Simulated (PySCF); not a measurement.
# C₄H₆NPSe: magnetic properties

Aim: compute the magnetic properties of C₄H₆NPSe (`[Se]=[PH2]n1cccc1`).

Computed with PySCF 2.14.0 and routines of our own; the level stands in each step. Atoms count from 0.

## 1. The system as given

13 atoms, charge 0, multiplicity 1; geometry from: GFN2-xTB.

## 2. Magnetic properties: GIAO HF/pcSseg-1

What the job is given:

```
{"job": {"kind": "mag", "xc": "HF", "basis": "pcSseg-1", "isotopologues": 2}, "charge": 0, "multiplicity": 1}
Se     2.902007     1.257940     1.403038
P      2.017674     0.041035     0.003370
N      0.331197     0.004610    -0.002435
C     -0.453599    -0.745658    -0.851873
C     -1.757390    -0.509618    -0.552976
C     -1.785927     0.419499     0.518830
C     -0.499460     0.716139     0.834993
H      2.288891     0.289527    -1.348180
H      2.318468    -1.326739     0.034335
H     -0.004532    -1.381254    -1.591454
H     -2.610112    -0.944823    -1.036072
H     -2.665017     0.811401     0.989958
H     -0.086587     1.368426     1.580738
```

With the program's defaults for keys left out, this is: GIAO HF/pcSseg-1 magnetisability, rotational g tensor and spin-rotation constants, non-relativistic, gas phase.

Run with:

```
> OMP_NUM_THREADS=1 python excited_run.py task.json out
```

One launch serves the whole session: the jobs run in the order shown.

The program printed:

```text
final grid: 113056 points
cycle   1  E = -2949.5051805019  dE =  1.293e+00  |g| = 6.892e-01  |ddm| = 3.615e+00
cycle   2  E = -2949.6024855321  dE = -9.731e-02  |g| = 3.938e-01  |ddm| = 1.238e+00
cycle   3  E = -2949.6430863736  dE = -4.060e-02  |g| = 1.144e-01  |ddm| = 5.838e-01
cycle   4  E = -2949.6466940196  dE = -3.608e-03  |g| = 3.367e-02  |ddm| = 1.339e-01
cycle   5  E = -2949.6470017199  dE = -3.077e-04  |g| = 6.085e-03  |ddm| = 4.820e-02
cycle   6  E = -2949.6470287939  dE = -2.707e-05  |g| = 3.131e-03  |ddm| = 1.328e-02
cycle   7  E = -2949.6470357619  dE = -6.968e-06  |g| = 1.225e-03  |ddm| = 7.017e-03
cycle   8  E = -2949.6470373655  dE = -1.604e-06  |g| = 3.816e-04  |ddm| = 4.049e-03
cycle   9  E = -2949.6470375079  dE = -1.424e-07  |g| = 1.010e-04  |ddm| = 1.341e-03
cycle  10  E = -2949.6470375151  dE = -7.171e-09  |g| = 3.375e-05  |ddm| = 2.518e-04
cycle  11  E = -2949.6470375159  dE = -8.031e-10  |g| = 1.529e-05  |ddm| = 7.327e-05
converged SCF energy = -2949.6470375159

Magnetisability tensor (1e-30 J/T^2)
    -1338.26        2.43      -11.32
        2.43    -1754.32      342.38
      -11.32      342.38    -1656.57
isotropic -1583.05   principal values   -2051.42  -1361.66  -1336.08
isotropic susceptibility -95.334 1e-6 cm^3/mol

Inertial axes            a          b          c
rot. const./GHz      4.8927     0.7317     0.6402
chi total           -81.173    -81.289   -123.539
chi diamagnetic    -368.278  -1583.246  -1814.406
chi paramagnetic    287.105   1501.957   1690.867
quadrupole/D A       -4.557     11.176     -6.620
g nuclear            0.5996     0.5041     0.5137
g electronic        -0.6599    -0.5163    -0.5085
g total             -0.0604    -0.0122     0.0052

Spin-rotation constants (kHz, H = +C I.J)
atom  isotope        aa         bb         cc
  1    31P        5.803      1.029      1.164
  2    14N        0.580      0.079      0.030
  7     1H       -0.473     -0.023      0.009
  8     1H       -0.473     -0.022      0.009
  9     1H       -0.464      0.067     -0.073
 10     1H        0.466     -0.071     -0.070
 11     1H       -0.298      0.041     -0.070
 12     1H       -0.025      0.007     -0.064
  0   77Se*       2.493      0.342      0.495
  3    13C*       1.641      0.295      0.093
  4    13C*       2.072      0.243      0.074
* in the singly substituted isotopologue

Isotopologues: g along a, b, c
2H    at 7,8,9,10,11,12    -0.0500    -0.0116     0.0048
15N   at 2                 -0.0604    -0.0122     0.0052
```

Wall time 12 s (1 thread of AMD EPYC 9R45, shared host); peak memory 0.85 GiB.

From this job:

| quantity | value |
| --- | --- |
| magnetisability | -1583·10⁻³⁰ J/T² |
| molar susceptibility | -95.3·10⁻⁶ cm³/mol |
| rotational g (a, b, c) | -0.0604, -0.0122, 0.0052 |

## 3. What came out

| quantity | value |
| --- | --- |
| magnetisability (step 2, GIAO HF/pcSseg-1) | -1583·10⁻³⁰ J/T² |
| molar susceptibility (step 2, GIAO HF/pcSseg-1) | -95.3·10⁻⁶ cm³/mol |
| rotational g (a, b, c) (step 2, GIAO HF/pcSseg-1) | -0.0604, -0.0122, 0.0052 |

What this shows: Steps that list no spin-orbit terms leave them out, which matters at and beside the heavy atoms. Vibrational averaging and real surroundings are missing from these values.
